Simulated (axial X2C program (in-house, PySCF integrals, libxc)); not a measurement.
# A two-component session on MoGa: properties at the nuclei

Aim: properties at the nuclei of MoGa, with spin–orbit coupling in the Hamiltonian from the start.

Computed with an in-house X2C program for linear molecules on PySCF integrals. Level: two-component X2C with atomic mean-field terms, Mo dyall-cv3z, Ga dyall-cv3z.

All values are calculated.

### Step 1. Input

The input, task.json:

```json
{"zs": [42, 31], "q": 0, "bas": ["dyall-cv3z", "dyall-cv3z"], "r0": 2.62, "levels": ["PBE0", "HF", "B3LYP", "PBE50", "BHandHLYP"], "nst": 3}
```

Keys: zs atomic numbers; q charge; bas basis sets; r0 starting distance in Å; levels methods (HF also brings MP2); nst determinants followed.

Started as:

```bash
> python soeom.py task.json out
```

Nuclei are Gaussian, cores are contracted, and the Gaunt term is on.

### Step 2. Expectation values, lowest determinant

R = 2.751 Å. State: Ω = 5/2 (excess of +ω over −ω: ω = 5/2).

Output of the PBE0 run:

```text
two-component X2C + atomic mean field  PBE0
basis functions 262  fitting functions 1307  grid points 5803
iter        total energy     max residual
   1      -5989.561875914     8.20e-06
   2      -5989.561875930     5.70e-06
   3      -5989.561875936     4.09e-06
   4      -5989.561875941     2.34e-06
   5      -5989.561875943     7.43e-07
   6      -5989.561875944     4.33e-07
converged
one-electron -8789.09925433  Coulomb 2751.95230902  exact exchange -49.24420553  xc functional -151.07787378  nuclear repulsion 250.45028303  atomic mean-field constant -2.54313435
```

The highest occupied spinor is 68% Ga p, 18% Mo s, 9% Mo d.

```csv
level,Eeff magnitude (GV/cm),Ws magnitude Mo (kHz),A∥/gI Mo (MHz),qzz Mo (a.u.),A∥/gI Ga (MHz),qzz Ga (a.u.),μ (D)
PBE0,1.68,0.306,342,-0.33,-9.43,-3.40,-0.77
HF,2.42,0.664,245,-0.67,11.1,-3.48,-0.34
B3LYP,1.1,0.19,252,-0.10,-13.9,-3.14,-0.18
PBE50,1.72,0.317,344,-0.46,-8.27,-3.60,-1.10
BHandHLYP,1.17,0.198,221,-0.21,-14.2,-3.37,-0.70
```

Eeff is the effective electric field on the electron dipole moment in this Ω state and Ws the scalar–pseudoscalar constant (defined with the proton number Z and per Ω); A∥ is the parallel hyperfine constant, which follows by multiplying with the nuclear g factor gI = μI/(I μN); qzz is the electric field gradient, eQq0 = 234.96 MHz × Q/barn × qzz; μ is positive if Ga is the positive end. The operators were transformed with the bare-nucleus X2C matrices.

### Step 3. Expectation values, a higher determinant

R = 2.751 Å. State: Ω = 7/2 (excess of +ω over −ω: 2 × ω = 1/2, ω = 5/2), 0.42 eV above the lowest in the PBE0 search for states (made at or near this distance, with looser thresholds).

Output of the PBE0 run:

```text
two-component X2C + atomic mean field  PBE0
basis functions 262  fitting functions 1307  grid points 5803
iter        total energy     max residual
   1      -5989.546301283     8.63e-06
   2      -5989.546301306     5.87e-06
   3      -5989.546301312     4.86e-06
   4      -5989.546301320     2.80e-06
   5      -5989.546301324     7.05e-07
   6      -5989.546301324     4.40e-07
converged
one-electron -8788.77747247  Coulomb 2751.65176964  exact exchange -49.24893757  xc functional -151.07880961  nuclear repulsion 250.45028303  atomic mean-field constant -2.54313435
```

The highest occupied spinor is 67% Ga p, 22% Mo d, 8% Mo p.

```csv
level,Eeff magnitude (GV/cm),Ws magnitude Mo (kHz),A∥/gI Mo (MHz),qzz Mo (a.u.),A∥/gI Ga (MHz),qzz Ga (a.u.),μ (D)
PBE0,2.01,0.0832,527,0.07,159,0.15,-1.36
HF,2.87,0.153,344,-0.07,137,0.24,-2.26
B3LYP,1.66,0.0496,568,0.09,149,0.03,-0.98
PBE50,2.58,0.135,481,0.01,161,0.18,-1.91
BHandHLYP,2.25,0.101,509,0.05,156,0.14,-1.64
```

### Step 4. Expectation values, a higher determinant

R = 2.751 Å. State: Ω = 3/2 (excess of +ω over −ω: ω = 1/2, ω = -3/2, ω = 5/2), 0.49 eV above the lowest in the PBE0 search for states (made at or near this distance, with looser thresholds).

Output of the PBE0 run:

```text
two-component X2C + atomic mean field  PBE0
basis functions 262  fitting functions 1307  grid points 5803
iter        total energy     max residual
   1      -5989.543688953     3.64e-06
   2      -5989.543688953     4.61e-06
converged
one-electron -8788.71623435  Coulomb 2751.59177588  exact exchange -49.24865317  xc functional -151.07772600  nuclear repulsion 250.45028303  atomic mean-field constant -2.54313435
```

The highest occupied spinor is 67% Ga p, 22% Mo d, 8% Mo p.

```csv
level,Eeff magnitude (GV/cm),Ws magnitude Mo (kHz),A∥/gI Mo (MHz),qzz Mo (a.u.),A∥/gI Ga (MHz),qzz Ga (a.u.),μ (D)
PBE0,2.01,0.171,1160,0.08,-1.94,0.08,-1.40
HF,3.1,0.332,780,-0.06,-56.7,0.17,-2.39
B3LYP,1.65,0.0922,1230,0.11,-2.85,-0.03,-1.01
PBE50,2.6,0.288,1080,0.01,-10.7,0.11,-1.96
BHandHLYP,2.26,0.202,1130,0.05,-15.6,0.07,-1.69
```

### Step 5. What came out

| quantity | value |
| --- | --- |
| lowest determinant | Ω = 5/2 (excess of +ω over −ω: ω = 5/2) |
| Eeff magnitude (GV/cm), PBE0 | 1.68 |
| Ws magnitude Mo (kHz), PBE0 | 0.306 |
| A∥/gI Mo (MHz), PBE0 | 342 |
| qzz Mo (a.u.), PBE0 | -0.33 |
| higher determinant | Ω = 7/2 (excess of +ω over −ω: 2 × ω = 1/2, ω = 5/2) |
| Eeff magnitude (GV/cm), PBE0, higher determinant | 2.01 |
| Ws magnitude Mo (kHz), PBE0, higher determinant | 0.0832 |
| A∥/gI Mo (MHz), PBE0, higher determinant | 527 |
| qzz Mo (a.u.), PBE0, higher determinant | 0.07 |
| higher determinant | Ω = 3/2 (excess of +ω over −ω: ω = 1/2, ω = -3/2, ω = 5/2) |
| Eeff magnitude (GV/cm), PBE0, higher determinant | 2.01 |
| Ws magnitude Mo (kHz), PBE0, higher determinant | 0.171 |
| A∥/gI Mo (MHz), PBE0, higher determinant | 1160 |
| qzz Mo (a.u.), PBE0, higher determinant | 0.08 |

In the first state, the effective field runs from 1.1 to 2.42 GV/cm over the mean-field levels, so the levels don't agree on it. The expectation values come from single determinants, which for open shells can mix terms of unlike spin or miss the lowest Ω, so a determinant need not be a state. Eeff is the effective electric field on the electron dipole moment in this Ω state and Ws the scalar–pseudoscalar constant (defined with the proton number Z and per Ω); A∥ is the parallel hyperfine constant, which follows by multiplying with the nuclear g factor gI = μI/(I μN); qzz is the electric field gradient, eQq0 = 234.96 MHz × Q/barn × qzz; μ is positive if Ga is the positive end. The operators were transformed with the bare-nucleus X2C matrices.
